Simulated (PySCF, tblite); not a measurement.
**C₆H₅O₂ radical: geometry, infrared bands and EPR parameters**

Wanted: the infrared bands and EPR parameters of C₆H₅O₂ radical (`Oc1c[c]ccc1O`), by calculation.

Programs: tblite 0.8.0 and PySCF 2.14.0, with density-fitted response routines of our own. Each step states its level of theory. These are calculated values for one molecule in the gas phase, unless marked as measured. Atoms are numbered from 0 throughout.

**1. The starting structure**

13 atoms, charge 0, multiplicity 2; geometry from: force field or distance geometry start.

Bonds of the start (Å): O0–C1 1.35, C1–C2 1.39, C2–C3 1.38, C3–C4 1.41, C4–C5 1.40, C5–C6 1.38, C6–O7 1.36, C6–C1 1.40, O0–H8 0.97, C2–H9 1.09, C4–H10 1.08, C5–H11 1.09, O7–H12 0.98.

**2. Relaxing the molecule with GFN2-xTB**

The job: settings as JSON, then the geometry in Å.

```
{"job": {"kind": "relax", "xc": "GFN2-xTB", "basis": "xTB"}, "charge": 0, "multiplicity": 2}
O     -1.985800     0.897100    -0.409600
C     -0.699200     0.531100    -0.215800
C      0.370900     1.406900    -0.386400
C      1.664200     0.972400    -0.174200
C      1.905000    -0.352300     0.245000
C      0.836600    -1.234500     0.417900
C     -0.451500    -0.782500     0.192600
O     -1.489900    -1.642700     0.378700
H     -1.996700     1.830000    -0.681900
H      0.199100     2.435100    -0.697700
H      2.923600    -0.683100     0.406100
H      1.014500    -2.261200     0.735400
H     -2.295000    -1.115800     0.172100
```

The run is started by

```
$ OMP_NUM_THREADS=1 python probes_run.py task.json out
```

This one command runs all jobs of the session in turn.

**Question.** This job is followed by: GFN2-xTB harmonic vibrations, gas phase; UKS B3LYP, pcH-1 on C H O, non-relativistic, mean-field spin-orbit, GIAO. What will the session give for the following? strongest single infrared mode (GFN2-xTB); zero-point energy (GFN2-xTB); g(iso) (B3LYP); ⟨S²⟩; largest a(iso); potential on the surface of density 0.002 e/bohr³, 1st and 99th percentile.

The runs gave:

| quantity | value |
| --- | --- |
| strongest single infrared mode (GFN2-xTB) | 1245 cm⁻¹, 234 km/mol |
| zero-point energy (GFN2-xTB) | 57.8 kcal/mol |
| g(iso) (B3LYP) | 2.00225 |
| ⟨S²⟩ | 0.757 (exact 0.75) |
| largest a(iso) | 13C on C3, 410.2 MHz |
| potential on the surface of density 0.002 e/bohr³, 1st and 99th percentile | -1.28 V and 2.80 V |

**Reading.** The optimisation took 17 steps and gained 0.127 eV; among the close pairs (by a distance rule), C3–C4 changed most, from 1.410 to 1.361 Å. No mode is imaginary among the 33: a minimum at this level. The strongest single mode, at 1245 cm⁻¹, is spread over several atoms, H9, C6, H12, O7 among them. GFN2-xTB is a fitted tight-binding method: band positions and strengths are rough. Its intensities can rank the bands wrongly. Most of the unpaired spin sits on C3 (1.01 e). The isotropic g lies 0.1 ppt below the free-electron value. The conformer search found further structures of the same energy, which may be mirror or relabelled copies of this one.
